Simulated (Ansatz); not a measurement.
# TaTiSi4: the cost of one run

Program: Ansatz 0.2.0. Level of theory: DFT PBE, scalar-relativistic, plane waves, PAW, unless a step names another level. These are calculated values, not measurements.

1 further run of the same task is left out (set aside as unsound or not needed).

## (1) The structure to begin with

It takes space group F222 (No. 22, orthorhombic). The conventional cell has a = 4.813 Å, b = 8.328 Å, c = 8.635 Å, α = 90.00°, β = 90.00°, γ = 90.00°. Ti (site symmetry 222) is surrounded by 10 Si at 2.58 to 2.88 Å. Ta (site symmetry 222) is surrounded by 10 Si at 2.60 to 2.83 Å. Around Si (site symmetry 2) lie 5 Si at 2.53 to 2.89 Å and 2 Ta at 2.60 Å and 3 Ti at 2.73 to 2.88 Å. Si (site symmetry 2) has 5 Si at 2.53 to 2.83 Å and 2 Ti at 2.58 Å and 3 Ta at 2.75 to 2.83 Å as nearest neighbours.

Structure file:

```cif
data_structure
_symmetry_space_group_name_H-M 'F222'
_symmetry_Int_Tables_number 22
_cell_length_a 4.8130
_cell_length_b 8.3278
_cell_length_c 8.6354
_cell_angle_alpha 90.000
_cell_angle_beta 90.000
_cell_angle_gamma 90.000
_cell_volume 346.12
loop_
_atom_site_label
_atom_site_type_symbol
_atom_site_symmetry_multiplicity
_atom_site_Wyckoff_symbol
_atom_site_fract_x
_atom_site_fract_y
_atom_site_fract_z
_atom_site_occupancy
Ti1 Ti 4 d 0.75000 0.25000 0.25000 1
Ta1 Ta 4 b 0.50000 0.00000 0.00000 1
Si1 Si 8 i 0.75000 0.59585 0.25000 1
Si2 Si 8 f 0.50000 0.66072 0.00000 1
```

It is the end of an earlier relaxation with the same method, from a generated guess; it is a trial structure. At a tolerance of 0.05 Å it has space group F222 (No. 22); it has 14.42 Å³/atom, an uncorrected energy of -0.52 eV/atom over the elements and, on its mesh, gap none (metal).

## (2) Elastic constants, atoms relaxed

input.yaml

```yaml
crystal:
  lattice:
    - [0.0, 4.168055938, 4.3188689066]
    - [2.4062183054, 0.0, 4.3188689066]
    - [2.4062183054, 4.168055938, 0.0]
  atoms:
    - { symbol: Ti, position: [0.75, 0.75, 0.75] }
    - { symbol: Ta, position: [0.5, 0.5, 0.5] }
    - { symbol: Si, position: [0.0957334839, 0.4042665161, 0.0957334839] }
    - { symbol: Si, position: [0.4042665161, 0.0957334839, 0.4042665161] }
    - { symbol: Si, position: [0.1606730647, 0.8393269353, 0.1606730647] }
    - { symbol: Si, position: [0.8393269353, 0.1606730647, 0.8393269353] }
basis:
  ecutwfc: 420
kpoints:
  mp_grid: { grid: [10, 10, 10] }
hamiltonian:
  xc: pbe
scf:
  occupations: { method: fermi_dirac, width: 0.15 }
output:
  forces: true
  stress: true
  eigenvalues: true
elastic:
  mode: relaxed_ion
  amplitude: 0.005
  stencil: two_point
```

Run with:

```console
ansatz run input.yaml --threads 4 --pin off --max-ram 8192MiB --backend cpu --events-out ev --progress --plain --runs-dir out
```

**Question.** How long does this run take on 4 threads of Arm Neoverse V1, shared host, and how much memory does it need?

About 18 min, with a peak of 1.1 GiB.
